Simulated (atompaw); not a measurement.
**Platinum: generating and testing a PAW (atompaw) potential**

Task: generate the file, and judge it by its logarithmic derivatives, its ghosts and its cutoff.

Method: atompaw 4.2.0.5, PBE, scalar-relativistic.

### Step 1. Starting point

Typed settings, in words:

```json
{"element": "platinum (Pt, Z = 78)", "type": "PAW", "frozen core": "[Xe] 4f14", "valence charge": "10", "reference configuration": "5d9.5 6s0.5 6p0", "partial waves": "6s (bound): rc 3.00 bohr; 6s channel at 4.13 Ry: rc 3.00 bohr; 6p (bound, empty): rc 3.00 bohr; 6p channel at 4.65 Ry: rc 3.00 bohr; 5d (bound): rc 2.40 bohr; 5d channel at 1.55 Ry: rc 3.00 bohr", "local potential": "ultrasoft scheme with l = 3 at 1 Ry, radius 2.50 bohr", "core correction": "smooth core density matched at 2.65 bohr", "augmentation charge": "gaussian compensation charge, radius 2.35 bohr; PAW radius 3.00 bohr; waves and projectors: custom rrkj gramschmidtortho"}
```

The nodes and maxima of the atom's own shells, from an earlier all-electron run, set the scale for the radii.

All-electron outer shells of the reference configuration (PBE, scalar-relativistic, ld1.x):

```
shell  level (eV)  outermost node (bohr)  outermost maximum (bohr)
   4f      -68.79                      –                      0.38
   5p      -54.84                   0.53                      0.98
   5d       -5.27                   0.57                      1.28
   6s       -5.26                   1.14                      2.41
   6p       -0.69                   1.37                      3.83
```

### Step 2. Generating the potential

The input, Pt.input:

```
Pt 78
GGA-PBE scalarrelativistic loggrid 2001 logderivrange -2 5 176
6 6 5 4 0 0
6 0 0.5
6 1 0
5 2 9.5
0 0 0
c
c
c
c
c
v
c
c
c
c
v
c
c
v
c
2
3.00 2.35 2.50 2.65
y
4.13
n
y
4.65
n
y
1.55
n
custom rrkj gramschmidtortho gaussian
3 1 ultrasoft
3.00
3.00
3.00
3.00
2.40
3.00
PWSCFOUT
UPFDX 0.0125d0 UPFXMIN -7.d0 UPFZMESH 78.d0
END
```

The run is started by

```
$ atompaw < Pt.input > Pt.log
```

Before running it: what results should come out? Wanted: cutoffs for 10 and 1 mRy, occupied levels; bound ghosts; largest phase difference near zero energy, channels read; lowest eigenvalue of the overlap; share of valence orbitals outside the PAW sphere; UPF file.

The runs gave:

| quantity | value |
| --- | --- |
| cutoffs for 10 and 1 mRy, occupied levels | 18 Ry and 30 Ry |
| bound ghosts | none found |
| largest phase difference near zero energy, channels read | 0.006 rad |
| lowest eigenvalue of the overlap (Bessel basis) | 0.024 (s) |
| share of valence orbitals outside the PAW sphere | 6s 42 %, 6p 85 %, 5d 7 % |
| UPF file | written |

The potential is soft on the atom at that tolerance: the looser tolerance needs 18 Ry. The slowest occupied level is 5d: taken alone it needs 18 Ry to come within 1 mRy, against 6 Ry or less for 6s. It is free of bound ghosts as far as tested. Near zero energy the phases of the channels with partial waves agree within 0.006 rad. All of this concerns the isolated atom, not yet a solid.
